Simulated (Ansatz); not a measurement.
# BGeH3 (triplet): from Hartree-Fock to the top rungs at a displaced geometry (v2), cc-pVDZ

The task here is to estimate one member of a computed series from the others.

Computed with Ansatz 0.2.0, Gaussian basis. Level: cc-pVDZ, core rule «outside noble gas», up to 15 orbitals frozen.

The runs, in order: UHF; CCSD(T) on ROHF; CCSD(T) on UHF; BCCD(T) on ROHF; CISD; CCSDT(Q) on ROHF; CCSDT(Q) on UHF.

25 further runs of the same task are left out: 2 for a known fault of the program, 7 that didn't finish, 16 set aside as unsound or not needed.

### The geometry

The geometry is a PBE0/def2-TZVP stationary point (not a proven minimum) with its atoms shifted at random (size 0.100 Å). No spin-orbit coupling is included. The filled d shell of Ge may be among the frozen orbitals whatever the setting's name suggests; the logs give the count.

5 atoms, charge 0, spin multiplicity 3.

Atoms are counted from 1 here; the program's logs count them from 0.

Bond lengths: Ge1–B2 1.942 Å, Ge1–H3 1.527 Å, Ge1–H4 1.610 Å, B2–H5 1.200 Å. Angles: B2–Ge1–H3 128.2°, B2–Ge1–H4 121.2°, H3–Ge1–H4 109.8°, Ge1–B2–H5 140.4°.

Set-up of the first run:

The input, in.yaml:

```yaml
crystal:
  periodic: [false, false, false]
  atoms:
    - {symbol: Ge, position_ang: [0.022962, 0.016601, 0.253961]}
    - {symbol: B, position_ang: [-0.141912, -0.159743, -1.672812]}
    - {symbol: H, position_ang: [-0.065291, 1.287608, 1.096349]}
    - {symbol: H, position_ang: [0.017817, -1.276311, 1.213427]}
    - {symbol: H, position_ang: [-0.085242, 0.505704, -2.669841]}
basis:
  gaussian: {orbitals: cc-pVDZ}
magnetization: {spin_polarized: true, initial_magnetization: 2}
hamiltonian: {xc: hf}
output: {orbitals: {seedname: orbitals}}
```

Started as:

```console
$ ansatz run in.yaml --threads 1 --pin off --events-out ev --progress --plain --max-ram 2393MiB
```

Steps of the session up to this table: UHF; CCSD(T) on ROHF; CCSD(T) on UHF; BCCD(T) on ROHF; CISD; CCSDT(Q) on ROHF; CCSDT(Q) on UHF.

One table of the session follows, with a row left open; its other results are not shown here.

```
   method  from UCCSDT(Q) (kcal/mol)
     ROHF                    +120.16
      UHF                    +117.81
     RMP2                     +26.74
     UMP2                     +26.90
     CISD                     +11.83
    RCCSD                      +4.08
    UCCSD                      +3.98
 RCCSD(T)                      +0.94
 UCCSD(T)                      +0.89
  BCCD(T)                      +0.92
   RCCSDT                      +0.20
   UCCSDT                          ?
RCCSDT(Q)                      +0.06
UCCSDT(Q)                          0
```

Estimate the missing values for UCCSDT.

As computed: from UCCSDT(Q) (kcal/mol): +0.14. In the column «from UCCSDT(Q) (kcal/mol)» it lies between RCCSDT(Q) (+0.06) and RCCSDT (+0.20).

Limits of these values: Restricted and unrestricted rows rest on different reference determinants; where their highest levels disagree by more than a few hundredths of an eV, they describe different states and don't form one ladder.
